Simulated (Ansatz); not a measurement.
# C3H9ClO3Zr: basis-set convergence

Aim: see how fast density functionals converge with the basis set for C3H9ClO3Zr.

The runs use Ansatz 0.2.0, Gaussian basis; one geometry, several basis sets.

The runs, in order: PBE0-D4/def2-SVP; ωB97M-V/def2-SVP; PBE0-D4/def2-QZVPP; ωB97M-V/def2-QZVPP; the functionals' def2-TZVPP values are taken from earlier runs.

## Step 1: Structure used throughout

The geometry comes from an earlier relaxation with PBE0-D4/def2-TZVP; it is a stationary point, not always the lowest conformer. Zr takes the def2 core potential; no spin-orbit term is included.

SMILES `CC[O][Zr]([OH])([Cl])[O]C`, 17 atoms, charge 0, spin multiplicity 1.

Atoms are counted from 1 here; the program's logs count them from 0.

Bond lengths: C1–C2 1.512 Å, C1–H9 1.093 Å, C1–H10 1.093 Å, C1–H11 1.092 Å, C2–O3 1.395 Å, C2–H12 1.097 Å, C2–H13 1.097 Å, O3–Zr4 1.905 Å, Zr4–O5 1.918 Å, Zr4–Cl6 2.389 Å, Zr4–O7 1.906 Å, O5–H14 0.952 Å, O7–C8 1.389 Å, C8–H15 1.095 Å, C8–H16 1.095 Å, C8–H17 1.095 Å. Angles: C2–C1–H9 110.4°, C2–C1–H10 110.7°, C2–C1–H11 110.6°, H9–C1–H10 108.3°, H9–C1–H11 108.4°, H10–C1–H11 108.4°, C1–C2–O3 111.5°, C1–C2–H12 110.3°, C1–C2–H13 110.3°, O3–C2–H12 108.5°, O3–C2–H13 108.9°, H12–C2–H13 107.2°, C2–O3–Zr4 173.2°, O3–Zr4–O5 110.0°, O3–Zr4–Cl6 108.8°, O3–Zr4–O7 109.0°, O5–Zr4–Cl6 110.1°, O5–Zr4–O7 110.2° and more.

As a file:

```mol
C3H9ClO3Zr
  3D, bonds by distance, orders not assigned

 17 16  0  0  0  0  0  0  0  0999 V2000
    2.5453    1.1669    0.8381 C   0  0
    1.1138    1.4047    1.2639 C   0  0
    0.2124    0.9853    0.2849 O   0  0
   -0.8604    0.2624   -1.1137 Zr  0  0
    0.2527   -0.2885   -2.5749 O   0  0
   -2.4018    1.9350   -1.8433 Cl  0  0
   -1.8407   -1.2252   -0.4376 O   0  0
   -2.4727   -2.3270    0.1246 C   0  0
    3.2346    1.5073    1.6148 H   0  0
    2.7241    0.1035    0.6622 H   0  0
    2.7683    1.7103   -0.0828 H   0  0
    0.9472    2.4713    1.4566 H   0  0
    0.9003    0.8688    2.1970 H   0  0
    0.8232   -0.6843   -3.2258 H   0  0
   -2.1826   -2.4453    1.1738 H   0  0
   -3.5594   -2.2043    0.0778 H   0  0
   -2.2042   -3.2409   -0.4154 H   0  0
  1  2  8  0
  2  3  8  0
  3  4  8  0
  4  5  8  0
  4  6  8  0
  4  7  8  0
  7  8  8  0
  1  9  8  0
  1 10  8  0
  1 11  8  0
  2 12  8  0
  2 13  8  0
  5 14  8  0
  8 15  8  0
  8 16  8  0
  8 17  8  0
M  END
```

## Step 2: PBE0-D4 in def2-SVP

The input, in.yaml:

```yaml
crystal:
  periodic: [false, false, false]
  atoms:
    - {symbol: C, position_ang: [2.545307, 1.166888, 0.838094]}
    - {symbol: C, position_ang: [1.113777, 1.404700, 1.263875]}
    - {symbol: O, position_ang: [0.212357, 0.985252, 0.284950]}
    - {symbol: Zr, position_ang: [-0.860383, 0.262446, -1.113687]}
    - {symbol: O, position_ang: [0.252693, -0.288522, -2.574901]}
    - {symbol: Cl, position_ang: [-2.401794, 1.934953, -1.843341]}
    - {symbol: O, position_ang: [-1.840740, -1.225170, -0.437640]}
    - {symbol: C, position_ang: [-2.472730, -2.326978, 0.124559]}
    - {symbol: H, position_ang: [3.234620, 1.507339, 1.614817]}
    - {symbol: H, position_ang: [2.724092, 0.103518, 0.662151]}
    - {symbol: H, position_ang: [2.768258, 1.710277, -0.082797]}
    - {symbol: H, position_ang: [0.947236, 2.471313, 1.456581]}
    - {symbol: H, position_ang: [0.900299, 0.868816, 2.197029]}
    - {symbol: H, position_ang: [0.823154, -0.684334, -3.225816]}
    - {symbol: H, position_ang: [-2.182577, -2.445283, 1.173786]}
    - {symbol: H, position_ang: [-3.559381, -2.204287, 0.077770]}
    - {symbol: H, position_ang: [-2.204179, -3.240929, -0.415449]}
basis:
  gaussian: {orbitals: def2-SVP}
hamiltonian: {xc: pbe0, dispersion: d4}
output: {orbitals: {seedname: orbitals}}
```

The run is started by

```bash
$ ansatz run in.yaml --threads 2 --pin off --events-out ev --progress --plain --max-ram 22528MiB --backend cpu
```

The runs that follow: ωB97M-V in def2-SVP; PBE0-D4 in def2-QZVPP; ωB97M-V in def2-QZVPP.

**Question.** What will the summary of the whole plan be? Wanted: PBE0-D4: double and triple zeta above quadruple; ωB97M-V: double and triple zeta above quadruple.

The runs gave:

| quantity | value |
| --- | --- |
| PBE0-D4: double and triple zeta above quadruple | 16.42, 0.99 eV |
| ωB97M-V: double and triple zeta above quadruple | 16.72, 0.95 eV |

PBE0-D4 gains 15.44 eV from double to triple zeta, then 0.99 eV more. Total energies overstate the basis error of differences, where much of it tends to cancel. The LUMO of ωB97M-V is positive and keeps falling with the basis (1.11 to 0.55 eV): an unbound level that the basis holds in place.
